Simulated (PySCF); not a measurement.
**TeO2²⁺: the SCF solver's settings**

Do solver options change the result for TeO2²⁺, or only the number of cycles?

The runs use PySCF 2.14.0; method and basis as typed in the scripts.

3 further runs of the same task are left out: 3 that didn't finish.

### 1 The system as given

TeO2²⁺: 3 atoms, charge 2, spin multiplicity 1.

Bond lengths: Te1–O2 1.739 Å, Te1–O3 1.739 Å. Angles: O2–Te1–O3 180.0°.

### 2 Base script

input.py reads:

```python
from pyscf import gto, scf
from pyscf.geomopt.geometric_solver import optimize

mol = gto.M(
    atom='Te 0 0 0; O 0 0 1.7387; O 0 0 -1.7387',
    basis='crenbl',
    ecp={'Te': 'crenbl', 'O': 'crenbl'},
    charge=2,
    spin=0,
    symmetry=True,
    verbose=3,
)
mf = scf.UHF(mol)
mf.kernel()
mol_eq = optimize(mf, maxsteps=30)
print('optimised geometry (angstrom)')
print(mol_eq.tostring('raw'))
print('orbital energies (hartree):', [e[max(0, n-3):n+3].round(4) for e, n in zip(mf.mo_energy, mol.nelec)])
```

Launch:

```bash
$ OMP_NUM_THREADS=1 python input.py
```

The log of this run is left out.

It gives: at the starting geometry E(SCF) = -124.460106 Eh; the optimisation lowers the energy by 0.049 eV.

### 3 Initial guess chk

Variant 1 changes initial guess: minao → chk.

input.py reads:

```python
from pyscf import gto, scf
from pyscf.geomopt.geometric_solver import optimize

mol = gto.M(
    atom='Te 0 0 0; O 0 0 1.7387; O 0 0 -1.7387',
    basis='crenbl',
    ecp={'Te': 'crenbl', 'O': 'crenbl'},
    charge=2,
    spin=0,
    symmetry=True,
    verbose=3,
)
mf = scf.UHF(mol)
mf.init_guess = 'chk'
mf.kernel()
mol_eq = optimize(mf, maxsteps=30)
print('optimised geometry (angstrom)')
print(mol_eq.tostring('raw'))
print('orbital energies (hartree):', [e[max(0, n-3):n+3].round(4) for e, n in zip(mf.mo_energy, mol.nelec)])
```

Launch:

```bash
$ OMP_NUM_THREADS=1 python input.py
```

### 4 Point-group symmetry off

Variant 2 changes point-group symmetry: on → off.

input.py: that of step 2 with these lines changed.

```diff
@@ -9,3 +9,2 @@
     spin=0,
-    symmetry=True,
     verbose=3,
```

### 5 Initial guess hcore

Variant 3 changes initial guess: minao → hcore.

input.py: that of step 2 with these lines changed.

```diff
@@ -13,2 +13,3 @@
 mf = scf.UHF(mol)
+mf.init_guess = 'hcore'
 mf.kernel()
```

**Question.** What will these runs give? Wanted: for each run, E(SCF); from base; after the SCF.

The runs gave:

| run | E(SCF) (hartree) | from base (eV) | after the SCF |
| --- | --- | --- | --- |
| base | -124.460106 | 0 | -0.049 eV |
| initial guess chk | -124.460106 | 0.0000 | -0.049 eV |
| point-group symmetry off | -124.460106 | 0.0000 | -0.049 eV |
| initial guess hcore | -124.460106 | 0.0000 | -0.049 eV |

SCF columns refer to the geometry typed in the script.

What this shows: With initial guess chk or point-group symmetry off or initial guess hcore the SCF ends at the base energy. PySCF falls back to minao for a guess that it doesn't know or can't read, so that run repeats the base.
